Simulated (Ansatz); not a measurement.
Write the native input for Ansatz 0.2.0 that does the following.

| Property | Result |
| --- | --- |
| Task | band structure |
| Functional | HSE03 |
| Potentials or basis | Ansatz PAW |
| Cutoff | 420 eV (not typed: the program's choice for these potentials) |
| k mesh | 6 × 6 × 6 |
| Occupations | fermi-dirac, width 0.05 eV |
| Spin | no spin polarisation |
| Path | [["G", "L", "B1"], ["B", "Z", "G", "X"], ["Q", "F", "P1", "Z"], ["L", "P"]] |
| Points for each segment of the path | 4 |

SiF:

```
CELL_PARAMETERS angstrom
1.33860 0.77284 3.89831
-1.33860 0.77284 3.89831
0.00000 -1.54568 3.89831
ATOMIC_POSITIONS crystal
Si 0.50000 0.50000 0.50000
F 0.00000 0.00000 0.00000
```

The cell was built by a generator and needn't be a form met in nature.

These files were run (other wordings do the same):

input

```
crystal:
  lattice:
    - [1.3386, 0.77284, 3.89831]
    - [-1.3386, 0.77284, 3.89831]
    - [0.0, -1.54568, 3.89831]
  atoms:
    - { symbol: Si, position: [0.5, 0.5, 0.5] }
    - { symbol: F, position: [0.0, 0.0, 0.0] }
hamiltonian:
  xc: { exchange: pbe, correlation: pbe, exx: { coeff: 0.25, omega: 0.3 } }
  pseudopotentials: { kind: paw }
kpoints:
  mp_grid: { grid: [6, 6, 6] }
  band_path:
    path:
      - [[0.0, 0.0, 0.0], [0.5, 0.0, 0.0], [0.5, 0.1928687279, -0.1928687279]]
      - [[0.8071312721, 0.5, 0.1928687279], [0.5, 0.5, 0.5], [0.0, 0.0, 0.0], [0.346434364, 0.0, -0.346434364]]
      - [[0.653565636, 0.346434364, 0.0], [0.5, 0.5, 0.0], [0.653565636, 0.653565636, 0.1928687279], [0.5, 0.5, 0.5]]
      - [[0.5, 0.0, 0.0], [0.8071312721, 0.346434364, 0.346434364]]
    npoints: 4
scf:
  occupations: { method: fermi_dirac, width: 0.05 }
  n_extra_bands: 6
output:
  forces: true
  stress: true
  eigenvalues: true
  fatbands: false
```

It gave:

* Pressure: -2.7 GPa
* Band gap on the k mesh: none (metal or under the smearing width)

Caveat: the k mesh is coarse (spacing up to 0.46 Å⁻¹), so the values aren't converged, least of all with exact exchange; an odd number of electrons without spin polarisation forces a metal; a magnetic or distorted state may lie lower; the PAW data sets come from PBE, with cores solved anew for the run's functional, which leaves a small shift of forces and pressure; the thresholds are loose for stress.

Wall time 75 s on 1 × NVIDIA H100 80GB HBM3 with 2 threads of AMD EPYC 7R13 Processor (Zen 3), on a shared host, peak memory 1.6 GiB.
